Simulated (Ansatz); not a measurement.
Write a Python script for Ansatz 0.2.0 through its Python package that makes a rigid torsion scan of BF₂H₂OP, SMILES FB(F)OP. Settings (for the species named): Hartree-Fock, def2-SVP basis, multiplicity 1.

```xyz
7

F     1.5259   -1.6617    0.3346
B     0.1860   -1.0617    0.6656
F    -0.9197   -1.9303    1.0604
O     0.0774    0.4008    0.6837
P    -0.5536    0.7825   -0.9254
H    -1.0223    2.1247   -0.5190
H     0.7677    1.2776   -1.3455
```

`torsion_bf2h2op.py`:
```python
"""Energy of BF2H2OP as one group turns about a bond."""

import ansatz as az
from ase import Atoms


def main() -> None:
    atoms = Atoms(["F", "B", "F", "O", "P", "H", "H"], positions=[
        (1.5259, -1.6617, 0.3346),
        (0.186, -1.0617, 0.6656),
        (-0.9197, -1.9303, 1.0604),
        (0.0774, 0.4008, 0.6837),
        (-0.5536, 0.7825, -0.9254),
        (-1.0223, 2.1247, -0.519),
        (0.7677, 1.2776, -1.3455),
    ])

    # relax first, so that the scan starts from a minimum
    first = (
        az.Crystal.molecule_from_ase(atoms).calculation()
        .basis(gaussian="def2-SVP")
        .functional("hf")
        .relax(force_tolerance=0.02, max_steps=80)
    )
    atoms.positions = first.run().report["positions_ang"]

    start = atoms.get_dihedral(1, 3, 4, 5)
    energies = {}
    for turn in range(0, 360, 30):
        turned = atoms.copy()
        turned.set_dihedral(1, 3, 4, 5, start + turn, indices=[4, 5, 6])
        setup = az.Crystal.molecule_from_ase(turned).calculation().basis(gaussian="def2-SVP").functional("hf")
        energies[round((start + turn) % 360)] = setup.run().report["free_energy_ev"]
    floor = min(energies.values())
    print("dihedral B1-O3-P4-H5 (deg)   E - E(min) (kcal/mol)")
    for angle, e in sorted(energies.items()):
        print(f"{angle:8d} {23.060548 * (e - floor):14.3f}  " + "#" * int(30 * (e - floor) / max(max(energies.values()) - floor, 1e-9)))


if __name__ == "__main__":
    main()
```

```console
$ python torsion_bf2h2op.py
dihedral B1-O3-P4-H5 (deg)   E - E(min) (kcal/mol)
      27          1.060  #############################
      57          0.926  #########################
      87          0.730  ####################
     117          0.442  ############
     147          0.137  ###
     177          0.000
     207          0.193  #####
     237          0.671  ##################
     267          0.866  #######################
     297          0.505  #############
     327          0.614  #################
     357          1.083  ##############################
```

The scan is rigid and the energies are electronic, in a modest basis. With rigid groups the curve can differ much from the relaxed path, the start wasn't checked as a minimum of this torsion, and equivalent turns needn't return to the same energy. Finished in 46 s on 1 thread of Arm Neoverse V1, with other jobs on the host, peak memory 0.22 GiB.
